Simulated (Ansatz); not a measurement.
# ZrH2+ (quartet): the correlation ladder, def2-QZVPP

The task here is to estimate one member of a computed series from the others.

Method: def2-QZVPP, core rule «outside noble gas», up to 4 orbitals frozen; program: Ansatz 0.2.0, Gaussian basis.

The runs, in order: UHF; ROHF; CCSD(T) on UHF.

## The system

The geometry is a PBE0/def2-TZVP stationary point (not a proven minimum) of the parent state, kept for this charge and spin. No spin-orbit coupling is included. Elements past krypton take def2 core potentials.

3 atoms, charge 1, spin multiplicity 4.

Atoms are counted from 1 here; the program's logs count them from 0.

Bond lengths: Zr1–H2 1.969 Å, Zr1–H3 1.969 Å. Angles: H2–Zr1–H3 180.0°.

The first run:

in.yaml reads:

```yaml
crystal:
  periodic: [false, false, false]
  atoms:
    - {symbol: Zr, position_ang: [0.000000, 0.000000, 0.000000]}
    - {symbol: H, position_ang: [0.000000, 0.000000, -1.968800]}
    - {symbol: H, position_ang: [0.000000, 0.000000, 1.968800]}
basis:
  gaussian: {orbitals: "def2-QZVPP.json"}
total_charge: 1
magnetization: {spin_polarized: true, initial_magnetization: 3}
hamiltonian: {xc: hf}
output: {orbitals: {seedname: orbitals}}
```

On the command line:

```console
$ ansatz run in.yaml --threads 1 --pin off --events-out ev --progress --plain --max-ram 2816MiB --backend cpu
```

Among the steps run: UHF; ROHF; CCSD(T) on UHF.

One table of the session follows, with a row left open; its other results are not shown here.

```
  method  from UCCSD(T) (meV)
    ROHF              +2301.3
     UHF                    ?
    UMP2               +647.0
   UCCSD                +92.8
UCCSD(T)                    0
```

Q: Estimate the row for UHF from the others.

As computed: from UCCSD(T) (meV): +2119.4. In the column «from UCCSD(T) (meV)» it lies between UMP2 (+647.0) and ROHF (+2301.3).
